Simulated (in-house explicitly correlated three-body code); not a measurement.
# Two electrons around a charge of +5 with a centre of 7 electron masses: exact states

One table from this session's results is given with a row withheld; the runs are named, their logs left out.

The numbers are computed with in-house explicitly correlated three-body code version 1 (two electrons, non-relativistic, variational in exponentially correlated functions), except any that are marked as measured or tabulated.

### The system

```
charge of the centre : +5
mass of the centre   : 7 electron masses
interactions         : Coulomb
basis                : 260 functions exp(−a r1 − b r2 − g r12) a state, exponent ranges optimised
units                : hartree and bohr; relativity and QED are left out
```

The first run:

Settings:

```ini
Z = 5.0
nuclear_mass = 7.0
interaction_strength = 1.0
functions = 260
states_tried = 13
```

The run is started by

```sh
python run_hyl.py task.json out
```

Steps of the session up to this table: The variational calculation.

One of the session's tables, all rows but one given; the rest of the session is left out.

| state | binding (eV) | excitation (eV) | ⟨r12⟩ (bohr) |
| --- | --- | --- | --- |
| 1 ¹S | 226.811 | 0 | 0.5365 |
| 2 ³P | 54.2128 | 172.598 | 1.314 |
| 2 ³S | 53.3053 | 173.506 | 1.589 |
| 2 ¹S | ? | ? | ? |
| 2 ¹P | 44.5434 | 182.267 | 1.576 |
| 3 ³P | 22.8951 | 203.916 | 3.326 |
| 3 ³S | 22.8600 | 203.951 | 3.597 |
| 3 ¹S | 22.0067 | 204.804 | 3.727 |
| 4 ³S | 12.6525 | 214.158 | 6.467 |
| 4 ¹S | 12.3057 | 214.505 | 6.644 |

Estimate the missing values for 2 ¹S.

**Answer.** binding (eV): 50.1314; excitation (eV): 176.679; ⟨r12⟩ (bohr): 1.667. In the column «binding (eV)» it lies between 2 ¹P (44.5434) and 2 ³S (53.3053).
